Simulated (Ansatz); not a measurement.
# One shape, several levels: doublet CuCl+

We compute a comparison of 6 runs (U-r2SCAN/STO-3G, UB3LYP/STO-3G, UBHLYP/STO-3G, UHSE06/STO-3G, RPA@PBE/STO-3G, UCCSD(T)/STO-3G) of doublet CuCl+. 

The calculation is run with Ansatz 0.2.0.

87 further runs of the same task are left out: 56 that didn't finish, 31 set aside as unsound or not needed.

### 1 The molecule

CuCl+ has 2 atoms, charge +1, and is taken as a doublet. As SMILES of the parent species, `[Cl][Cu]`. The shape is that of a PBE0-D4/def2-TZVP optimisation. That shape belongs to the parent species and isn't relaxed for this state.

Bond lengths: Cl1–Cu2 2.076 Å.

### 2 A single-point energy at U-r2SCAN/STO-3G (run 1)

Contents of input.yaml:

```yaml
crystal:
  periodic: [false, false, false]
  atoms:
    - symbol: Cl
      position_ang: [0.898300, -0.345200, 0.446400]
    - symbol: Cu
      position_ang: [-0.868800, 0.285000, -0.442400]
basis:
  gaussian:
    orbitals: STO-3G
total_charge: 1
magnetization:
  spin_polarized: true
  initial_magnetization: 1
hamiltonian:
  xc: r2scan
accuracy: high
```

Command:

```
$ ansatz run input.yaml --threads 1 --pin off --max-ram 2610MiB --events-out events.jsonl --progress --plain --runs-dir runs
```

The log of the run:

```text
Warning: RAYON_NUM_THREADS=1 ignored (pool sized by the plan → 1); use --threads N
Functional definition: r2SCAN
  name "r2SCAN"
  parameter k0 = 0.174
  parameter k1 = 0.065
  parameter a1 = 4.9479
  exchange = r2scan_x(k0 = k0, k1 = k1, a1 = a1)
  correlation = r2scan_c
371 factors; integrals over basis functions are off by at most 5.1e-9 eV
mean field evaluation 1: about -56079.4384 eV, gradient 1.0e2 eV
mean field evaluation 2: about -56197.8689 eV, gradient 1.0e2 eV
mean field evaluation 4: about -56068.9907 eV, gradient 7.7e1 eV
mean field evaluation 8: about -56450.3913 eV, gradient 3.8e1 eV
mean field evaluation 16: about -56508.7187 eV, gradient 4.2e-2 eV
mean field evaluation 32: about -56079.4384 eV, gradient 1.0e2 eV
mean field evaluation 64: about -56508.7108 eV, gradient 3.1e-8 eV
mean field evaluation 96: about -56505.7664 eV, gradient 2.0e-2 eV
mean field evaluation 128: about -56507.5233 eV, gradient 2.3e-3 eV
mean field evaluation 160: about -56508.7648 eV, gradient 3.5e-1 eV
mean field -56508.82613756 eV, -2076.6610574971 hartree, gradient 7.6e-9 eV, S^2 1.754388; 12 other end points of the search recorded, 0 dependent functions left out
reference -56508.82613865 eV, -2076.6610575373 hartree; 23, 22 occupied and 4, 5 virtual orbitals, 371 factors
Total energy: -56508.82613865 eV, -2076.6610575373 hartree
```

Wall time 89 s (1 thread of Arm Neoverse V1, shared host); peak memory 0.25 GiB.

### 3 A single-point energy at UB3LYP/STO-3G (run 2)

Contents of input.yaml:

```yaml
crystal:
  periodic: [false, false, false]
  atoms:
    - {symbol: Cl, position_ang: [0.898300, -0.345200, 0.446400]}
    - {symbol: Cu, position_ang: [-0.868800, 0.285000, -0.442400]}
basis:
  gaussian: {orbitals: STO-3G}
magnetization: {spin_polarized: true, initial_magnetization: 1}
accuracy: high
total_charge: 1
hamiltonian: {xc: {name: B3LYP}}
```

Command:

```
$ ansatz run input.yaml --threads 1 --pin off --max-ram 2610MiB --events-out events.jsonl --progress --plain --runs-dir runs
```

The log of the run (excerpt; [...] marks lines left out):

```text
Warning: RAYON_NUM_THREADS=1 ignored (pool sized by the plan → 1); use --threads N
Functional definition: B3LYP
  name "B3LYP"
[...]
371 factors; integrals over basis functions are off by at most 5.1e-9 eV
[...]
mean field -56506.80465793 eV, -2076.5867694912 hartree, gradient 2.6e-8 eV, S^2 1.752384; 16 other end points of the search recorded, 0 dependent functions left out
reference -56506.80468291 eV, -2076.5867704092 hartree; 23, 22 occupied and 4, 5 virtual orbitals, 371 factors
Total energy: -56506.80468291 eV, -2076.5867704092 hartree
```

Run time: 27 s. Hardware: 1 thread of Arm Neoverse V1, shared host; peak memory 0.15 GiB.

Run 3 isn't shown in full; the table further down has it.

### 4 A single-point energy at UHSE06/STO-3G (run 4)

Contents of molecule.yaml:

```yaml
crystal:
  periodic: [false, false, false]
  atoms:
    - {symbol: Cl, position_ang: [0.898300, -0.345200, 0.446400]}
    - {symbol: Cu, position_ang: [-0.868800, 0.285000, -0.442400]}
basis:
  gaussian:
    orbitals: STO-3G
total_charge: 1
magnetization:
  spin_polarized: true
  initial_magnetization: 1
hamiltonian:
  xc: hse06
accuracy: high
```

Command:

```
$ ansatz run molecule.yaml --threads 1 --pin off --max-ram 2610MiB --events-out events.jsonl --progress --plain --runs-dir runs
```

The log of the run (excerpt; [...] marks lines left out):

```text
Warning: RAYON_NUM_THREADS=1 ignored (pool sized by the plan → 1); use --threads N
Functional definition: HSE06
  name "HSE06"
[...]
371 factors; integrals over basis functions are off by at most 5.1e-9 eV
52 factors; integrals over basis functions are off by at most 1.4e-9 eV
[...]
mean field -56497.75229598 eV, -2076.2541013254 hartree, gradient 2.2e-8 eV, S^2 1.753239; 17 other end points of the search recorded, 0 dependent functions left out
reference -56497.75229785 eV, -2076.2541013941 hartree; 23, 22 occupied and 4, 5 virtual orbitals, 371 factors
Total energy: -56497.75229785 eV, -2076.2541013941 hartree
```

Run time: 44 s. Hardware: 1 thread of Arm Neoverse V1, shared host; peak memory 0.15 GiB.

Run 5 isn't shown in full; the table further down has it.

### 5 The energy at UCCSD(T)/STO-3G (run 6)

Contents of run.yaml:

```yaml
crystal:
  periodic: [false, false, false]
  atoms:
    - symbol: Cl
      position_ang: [0.898300, -0.345200, 0.446400]
    - symbol: Cu
      position_ang: [-0.868800, 0.285000, -0.442400]
basis:
  gaussian: {orbitals: STO-3G}
total_charge: 1
magnetization: {spin_polarized: true, initial_magnetization: 1}
correlation: {method: ccsd_t, frozen_orbitals: {Cl: 5, Cu: 5}}
accuracy: high
scf: {omitted_lower_state_checks: [cluster_reference, increment]}
```

Command:

```
$ ansatz run run.yaml --threads 1 --pin off --max-ram 2610MiB --events-out events.jsonl --progress --plain --runs-dir runs
```

The log of the run:

```text
Warning: RAYON_NUM_THREADS=1 ignored (pool sized by the plan → 1); use --threads N
[... 21 lines left out ...]
10 core orbitals not correlated: weight in the atoms' cores, before any rotation towards them, 1.000 or more for the frozen orbitals, at most 0.000 for the correlated occupied ones
[... 94 lines left out ...]
Total energy: -56461.78220899 eV, -2074.9322250099 hartree
Checks for a lower state left out: cluster_reference, increment
```

Run time: 3.6 s. Hardware: 1 thread of Arm Neoverse V1, shared host.

### 6 The series

| run | level | frozen core orbitals | energy (Eh) | ⟨S²⟩ | wall time |
| --- | --- | --- | --- | --- | --- |
| 1 | U-r2SCAN/STO-3G | – | -2076.661058 | 1.754 | 89 s |
| 2 | UB3LYP/STO-3G | – | -2076.586770 | 1.752 | 27 s |
| 3 | UBHLYP/STO-3G | – | -2076.681103 | 1.754 | 29 s |
| 4 | UHSE06/STO-3G | – | -2076.254101 | 1.753 | 44 s |
| 5 | RPA@PBE/STO-3G | 10 | -2075.014269 | 1.753 | 31 s |
| 6 | UCCSD(T)/STO-3G | 10 | -2074.932225 | 1.759 | 3.6 s |

### 7 Summary of results

| quantity | value |
| --- | --- |
| run 6: total energy | -2074.93223 Eh |
| run 6: correlation energy (10 core orbitals frozen) | -43.7 mEh |
| run 6: (T) correction | -4.84 mEh |
| run 6: ⟨S²⟩ of the reference determinant | 1.759 |
| run 6: T1 diagnostic | 0.025 |

What this shows: Totals of different functionals can't be ranked against each other. In runs 1, 2, 3, 4, 5, 6 the basis is minimal, so the values are rough. Spin contamination of the reference: run 6 ⟨S²⟩ = 1.76, run 1 ⟨S²⟩ = 1.75, run 3 ⟨S²⟩ = 1.75, run 4 ⟨S²⟩ = 1.75, run 5 ⟨S²⟩ = 1.75, run 2 ⟨S²⟩ = 1.75. Where it is this large, the reference is a mixture of spin states, and values that rest on it are in doubt. All runs together took 3.7 min, the longest 89 s.
